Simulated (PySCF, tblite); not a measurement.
# C5H9NSi: geometry, infrared bands and NMR shifts

Aim: predict the infrared bands and NMR shifts of C5H9NSi (`C#C[Si@@H]1CCCN1`).

Programs: tblite 0.8.0 and PySCF 2.14.0, with density-fitted response routines of our own. Each step states its level of theory. These are calculated values for one molecule in the gas phase, unless marked as measured. Atoms count from 0, in the outputs and in this text.

## (1) The molecule as given

16 atoms, charge 0, multiplicity 1; geometry from: force field or distance geometry start.

Bonds of the start (Å): C0–C1 1.21, C1–Si2 1.85, Si2–C3 1.90, C3–C4 1.53, C4–C5 1.54, C5–N6 1.48, N6–Si2 1.76, C0–H7 1.06, Si2–H8 1.48, C3–H9 1.11, C3–H10 1.10, C4–H11 1.10, C4–H12 1.09, C5–H13 1.09, C5–H14 1.10, N6–H15 1.01.

## (2) Geometry optimisation with GFN2-xTB

The job: settings as JSON, then the geometry in Å.

```
{"job": {"kind": "relax", "xc": "GFN2-xTB", "basis": "xTB"}, "charge": 0, "multiplicity": 1}
C      3.456600     0.154900     0.130300
C      2.309100     0.054100     0.501600
Si     0.561200    -0.109600     1.096100
C     -0.488100    -1.301100     0.046800
C     -1.205100    -0.399800    -0.953100
C     -1.522100     0.933200    -0.260300
N     -0.340300     1.297100     0.557900
H      4.461700     0.260700    -0.198800
H      0.374800    -0.296700     2.549400
H     -1.224800    -1.803900     0.705700
H      0.113400    -2.073700    -0.445000
H     -2.116200    -0.877200    -1.342400
H     -0.548400    -0.210400    -1.808100
H     -2.385900     0.815100     0.393500
H     -1.750900     1.731900    -0.978800
H      0.297400     1.834200    -0.006100
```

Launch:

```console
OMP_NUM_THREADS=1 python probes_run.py task.json out
```

The driver reads the jobs from task.json and runs them one after another.

Log:

```text
step      E/eV     max force
  0    -540.77477    0.836
  1    -540.79764    1.615
  2    -540.81266    1.269
  3    -540.83411    0.516
  4    -540.86004    0.464
  5    -540.88258    0.524
  6    -540.89739    0.373
  7    -540.90675    0.307
  8    -540.91327    0.201
  9    -540.91769    0.215
 10    -540.92084    0.158
 11    -540.92394    0.141
 12    -540.92736    0.166
 13    -540.93049    0.157
 14    -540.93268    0.122
 15    -540.93411    0.106
 16    -540.93530    0.086
 17    -540.93667    0.121
 18    -540.93842    0.120
 19    -540.94051    0.107
 20    -540.94267    0.167
 21    -540.94478    0.182
 22    -540.94664    0.300
 23    -540.94952    0.160
 24    -540.95425    0.117
 25    -540.95812    0.223
 26    -540.96254    0.273
 27    -540.96701    0.214
 28    -540.95393    1.287
 29    -540.97794    0.467
 30    -540.98381    0.216
 31    -540.98852    0.861
 32    -540.99638    0.274
 33    -541.00118    0.182
 34    -541.01054    0.188
 35    -541.01274    0.138
 36    -541.01512    0.090
 37    -541.01652    0.095
 38    -541.01814    0.083
 39    -541.01930    0.154
 40    -541.02025    0.081
 41    -541.02103    0.079
 42    -541.02228    0.088
 43    -541.02320    0.083
 44    -541.02413    0.065
 45    -541.02465    0.055
 46    -541.02510    0.048
 47    -541.02556    0.047
 48    -541.02598    0.043
 49    -541.02624    0.039
 50    -541.02643    0.036
 51    -541.02661    0.036
 52    -541.02678    0.031
 53    -541.02690    0.028
 54    -541.02698    0.023
 55    -541.02706    0.024
 56    -541.02716    0.024
 57    -541.02728    0.026
 58    -541.02738    0.027
 59    -541.02746    0.028
 60    -541.02753    0.026
 61    -541.02761    0.028
 62    -541.02769    0.032
 63    -541.02776    0.031
 64    -541.02785    0.031
 65    -541.02796    0.038
 66    -541.02808    0.032
 67    -541.02817    0.030
 68    -541.02825    0.027
 69    -541.02832    0.022
 70    -541.02840    0.027
 71    -541.02844    0.018
 72    -541.02847    0.012
 73    -541.02848    0.013
 74    -541.02851    0.017
 75    -541.02855    0.025
 76    -541.02859    0.023
 77    -541.02863    0.015
 78    -541.02866    0.014
 79    -541.02869    0.019
 80    -541.02874    0.025
 81    -541.02881    0.026
 82    -541.02888    0.019
 83    -541.02893    0.016
 84    -541.02897    0.018
 85    -541.02900    0.015
 86    -541.02904    0.013
 87    -541.02908    0.014
 88    -541.02913    0.021
 89    -541.02919    0.026
 90    -541.02926    0.023
 91    -541.02933    0.016
 92    -541.02938    0.015
 93    -541.02942    0.016
 94    -541.02945    0.015
 95    -541.02947    0.013
 96    -541.02950    0.014
 97    -541.02952    0.012
 98    -541.02955    0.014
 99    -541.02956    0.009
```

Run time: 2.3 s. Hardware: 1 thread of Intel Xeon at 2.50GHz, shared host.

Step by step: (not every step is listed)

```csv
step,energy from step 0 (eV),largest force (eV/Å)
0,0.0000,0.8362
1,-0.0229,1.6148
2,-0.0379,1.2689
3,-0.0593,0.5160
4,-0.0853,0.4638
5,-0.1078,0.5241
6,-0.1226,0.3725
7,-0.1320,0.3065
8,-0.1385,0.2011
16,-0.1605,0.0859
24,-0.1795,0.1167
32,-0.2216,0.2744
40,-0.2455,0.0808
48,-0.2512,0.0428
56,-0.2524,0.0239
64,-0.2531,0.0309
72,-0.2537,0.0123
80,-0.2540,0.0254
88,-0.2544,0.0214
94,-0.2547,0.0149
95,-0.2547,0.0133
96,-0.2547,0.0141
97,-0.2548,0.0124
98,-0.2548,0.0143
99,-0.2548,0.0092
```

Close pairs (by a distance rule), those that changed most:

```
  bond  before (Å)  after (Å)  change (Å)
Si2–N6       1.755      1.716      -0.039
 C5–N6       1.483      1.448      -0.034
 C3–H9       1.109      1.090      -0.019
C5–H13       1.090      1.100      +0.011
 C0–H7       1.063      1.053      -0.010
 C4–C5       1.535      1.527      -0.009
C3–H10       1.096      1.087      -0.008
 C0–C1       1.210      1.202      -0.008
```

The next job starts from the end point, and lists it.

## (3) Vibrational analysis with GFN2-xTB

The job: settings as JSON, then the geometry in Å.

```
{"job": {"kind": "ir", "xc": "GFN2-xTB", "basis": "xTB"}, "charge": 0, "multiplicity": 1}
C      3.494925     0.038418     0.077744
C      2.349548     0.020735     0.441887
Si     0.589382    -0.036210     1.021777
C     -0.482374    -1.298178     0.084100
C     -1.177268    -0.449246    -0.979404
C     -1.474772     0.917141    -0.366470
N     -0.294047     1.289859     0.384785
H      4.496306     0.059302    -0.246257
H      0.562635    -0.199955     2.481717
H     -1.222306    -1.738585     0.752696
H      0.067510    -2.118505    -0.370778
H     -2.091444    -0.916018    -1.350913
H     -0.496369    -0.308655    -1.820581
H     -2.360927     0.854867     0.283083
H     -1.678004     1.662876    -1.142342
H     -0.290392     2.231098     0.737543
```

Log:

```text
mode    cm-1     km/mol
  1      66.3      0.24
  2     100.0      0.03
  3     163.2      5.75
  4     222.1      5.94
  5     262.8     12.21
  6     278.1     24.16
  7     373.8     27.25
  8     447.2     76.35
  9     542.5     27.06
 10     590.0     63.58
 11     632.1      8.40
 12     653.8     70.78
 13     678.9     27.02
 14     686.8     54.40
 15     759.9    186.39
 16     792.9     53.22
 17     862.3    143.51
 18     893.9     27.37
 19     947.0      1.66
 20     998.5     15.17
 21    1060.3      9.52
 22    1133.0      3.51
 23    1144.1     80.97
 24    1148.6      8.35
 25    1219.6      3.92
 26    1257.8     54.14
 27    1282.3     25.08
 28    1327.8      5.32
 29    1360.9     14.70
 30    1482.5      0.06
 31    1495.8      2.13
 32    1506.6      2.47
 33    2194.1    393.25
 34    2210.8     34.60
 35    2846.2     90.18
 36    2929.2     76.83
 37    2967.1     46.77
 38    2983.3     30.43
 39    2989.1    102.64
 40    3020.4     41.05
 41    3349.1      3.00
 42    3493.2      3.54
```

Run time: 1.5 s. Hardware: 1 thread of Intel Xeon at 2.50GHz, shared host.

The strongest bands and the atoms that carry them (share of the mass-weighted mode):

```csv
cm⁻¹,km/mol,atoms
447,76.3,"Si2 31 %, H15 18 %, C4 13 %, C3 12 %"
760,186.4,"Si2 40 %, C3 17 %"
862,143.5,"Si2 34 %, N6 33 %"
1144,81.0,"C5 19 %, C4 18 %, C3 17 %, N6 13 %"
2194,393.2,H8 97 %
2846,90.2,H13 88 %
2929,76.8,H14 89 %
2989,102.6,"H9 48 %, H12 44 %"
```

## (4) Nuclear shieldings: PBE0/pcSseg-1

Settings changed since step 3:

```diff
@@ -1,2 +1,2 @@
-{"job": {"kind": "ir", "xc": "GFN2-xTB", "basis": "xTB"}, "charge": 0, "multiplicity": 1}
+{"job": {"kind": "nmr", "xc": "PBE0", "basis": "pcSseg-1"}, "charge": 0, "multiplicity": 1}
 C      3.494925     0.038418     0.077744
```

With the program's defaults for keys left out, this is: GIAO PBE0/pcSseg-1 NMR shielding, non-relativistic, gas phase.

Log:

```text
coarse grid: 13696 points
cycle   1  E = -539.5776884454  dE =  8.456e-01  |g| = 5.458e-01  |ddm| = 3.683e+00
cycle   2  E = -539.5412380432  dE =  3.645e-02  |g| = 6.764e-01  |ddm| = 1.187e+00
cycle   3  E = -539.6478411154  dE = -1.066e-01  |g| = 1.234e-01  |ddm| = 6.834e-01
cycle   4  E = -539.6508402156  dE = -2.999e-03  |g| = 5.591e-02  |ddm| = 1.248e-01
cycle   5  E = -539.6515516095  dE = -7.114e-04  |g| = 1.972e-02  |ddm| = 4.885e-02
cycle   6  E = -539.6516444665  dE = -9.286e-05  |g| = 3.479e-03  |ddm| = 1.873e-02
cycle   7  E = -539.6516470503  dE = -2.584e-06  |g| = 1.006e-03  |ddm| = 3.814e-03
final grid: 127312 points
cycle   8  E = -539.6922290412  dE = -2.974e-05  |g| = 8.108e-03  |ddm| = 2.757e-02
cycle   9  E = -539.6922192228  dE =  9.818e-06  |g| = 1.035e-02  |ddm| = 1.619e-02
cycle  10  E = -539.6922457975  dE = -2.657e-05  |g| = 7.599e-04  |ddm| = 9.173e-03
cycle  11  E = -539.6922459161  dE = -1.187e-07  |g| = 2.950e-04  |ddm| = 9.256e-04
cycle  12  E = -539.6922459324  dE = -1.624e-08  |g| = 1.217e-04  |ddm| = 3.048e-04
cycle  13  E = -539.6922459357  dE = -3.289e-09  |g| = 4.815e-05  |ddm| = 1.154e-04
cycle  14  E = -539.6922459362  dE = -5.264e-10  |g| = 1.221e-05  |ddm| = 4.221e-05
converged SCF energy = -539.6922459362

GIAO shielding tensors (ppm)
atom      isotropic    diamagn.    paramagn.     s11        s22        s33       span
  0 C       86.521     261.097    -174.576      2.248     12.022    245.293    243.044
  1 C       95.275     258.995    -163.719     -4.709     -0.732    291.267    295.976
  2 Si     385.366     879.577    -494.211    348.128    378.737    429.233     81.105
  3 C      172.493     252.982     -80.490    159.792    171.652    186.034     26.242
  4 C      158.153     248.025     -89.872    141.245    160.925    172.288     31.043
  5 C      136.630     243.064    -106.434    113.068    134.531    162.292     49.224
  6 N      233.125     322.258     -89.133    191.984    227.391    280.000     88.016
  7 H       29.845      33.182      -3.337     24.772     24.959     39.805     15.033
  8 H       26.664      27.756      -1.092     22.585     24.711     32.697     10.112
  9 H       30.860      30.671       0.189     26.071     28.118     38.389     12.318
 10 H       30.589      30.731      -0.141     26.754     27.359     37.656     10.902
 11 H       29.741      29.522       0.219     24.694     27.310     37.219     12.525
 12 H       29.824      31.144      -1.320     25.450     27.493     36.531     11.081
 13 H       28.638      29.087      -0.449     23.235     26.602     36.076     12.841
 14 H       28.306      28.671      -0.365     23.253     26.583     35.080     11.827
 15 H       31.224      31.490      -0.266     22.022     28.613     43.036     21.014
```

It took 70 s on 1 thread of Intel Xeon at 2.50GHz, shared host; peak memory 0.78 GiB.

Shifts follow as δ = σ(reference) − σ, with reference shieldings (ppm) from runs at the same level and on the same kind of geometry: 1H TMS 31.72, 13C TMS 186.9, 29Si TMS 349.2, 15N NH3 267.7. The references are single molecules in the gas phase, so shifts against H2O, NH3, PH3, H3PO4 or CFCl3 are not on the usual liquid scales and can be off by tens of ppm.

```
atoms                                                   environment  σ (ppm)  δ (ppm)  δ scaled to CDCl3
   C0                                        terminal alkyne carbon     86.5    100.4               96.1
   C1                                                 alkyne carbon     95.3     91.6               87.5
   C5                                           sp3 CH2 bonded to N    136.6     50.3               47.2
   C4                                             sp3 CH2 in a ring    158.2     28.8               26.2
   C3                                          sp3 CH2 bonded to Si    172.5     14.4               12.2
   H8  hydrogen on a silicon bonded to 2 C, N, in a 5-membered ring    26.66     5.05                  –
  H14                            hydrogen on an sp3 CH2 bonded to N    28.31     3.41               3.32
  H13                            hydrogen on an sp3 CH2 bonded to N    28.64     3.08               3.01
  H11                              hydrogen on an sp3 CH2 in a ring    29.74     1.98               1.97
  H12                              hydrogen on an sp3 CH2 in a ring    29.82     1.89               1.89
   H7                          hydrogen on a terminal alkyne carbon    29.84     1.87               1.87
  H10                           hydrogen on an sp3 CH2 bonded to Si    30.59     1.13               1.17
   H9                           hydrogen on an sp3 CH2 bonded to Si    30.86     0.86               0.91
  H15  hydrogen on a nitrogen bonded to C, Si, in a 5-membered ring    31.22     0.49                  –
  Si2             silicon bonded to 2 C, N, H, in a 5-membered ring    385.4    -36.2                  –
   N6             nitrogen bonded to C, Si, H, in a 5-membered ring    233.1     34.6                  –
```

The scaled column applies a straight-line fit of computed shieldings to shifts measured in CDCl3 (root-mean-square error 0.16 ppm for H, 1.9 ppm for C).

Charges from the same density, by scheme (e):

```
atoms  Mulliken    IAO  Hirshfeld  ESP fit
   C0     -0.21  -0.20      -0.09    -0.31
   C1     -0.16  -0.34      -0.16    -0.23
  Si2      0.95   1.03       0.40     0.65
   C3     -0.55  -0.55      -0.16    -0.28
   C4     -0.25  -0.25      -0.07     0.00
   C5      0.00  -0.14      -0.02    -0.01
   N6     -0.67  -0.68      -0.25    -0.65
```

Mayer bond orders: C0–C1 2.54, C1–Si2 0.88, Si2–C3 0.90, C3–C4 1.04, C4–C5 1.03, C5–N6 0.96, N6–Si2 1.03.

Ring of atoms Si2, C3, C4, C5, N6: NICS(0) -6.8, NICS(1) -3.5, NICS(1)zz -3.5 ppm (means of both faces).

## (5) Outcome

| quantity | value |
| --- | --- |
| strongest single infrared mode (GFN2-xTB) | 2194 cm⁻¹, 393 km/mol |
| zero-point energy (GFN2-xTB) | 79.1 kcal/mol |
| 13C shifts against TMS (PBE0/pcSseg-1) | 100.4, 91.6, 50.3, 28.8, 14.4 ppm |
| 1H shifts against TMS (PBE0/pcSseg-1) | 5.05, 3.41, 3.08, 1.98, 1.89, 1.87, 1.13, 0.86, 0.49 ppm |
| 29Si shifts against TMS (PBE0/pcSseg-1) | -36.2 ppm |
| 15N shifts against NH3 (PBE0/pcSseg-1) | 34.6 ppm |

In words: The optimisation took 99 steps and gained 0.255 eV; among the close pairs (by a distance rule), Si2–N6 changed most, from 1.755 to 1.716 Å. All 42 modes are real, so the xTB geometry is a minimum. The strongest single mode, at 2194 cm⁻¹, moves mainly H8. GFN2-xTB is a fitted tight-binding method: band positions and strengths are rough. Its intensities can rank the bands wrongly. At PBE0/pcSseg-1: Shielding is most anisotropic at C1 (span 296 ppm, paramagnetic term -164 ppm).
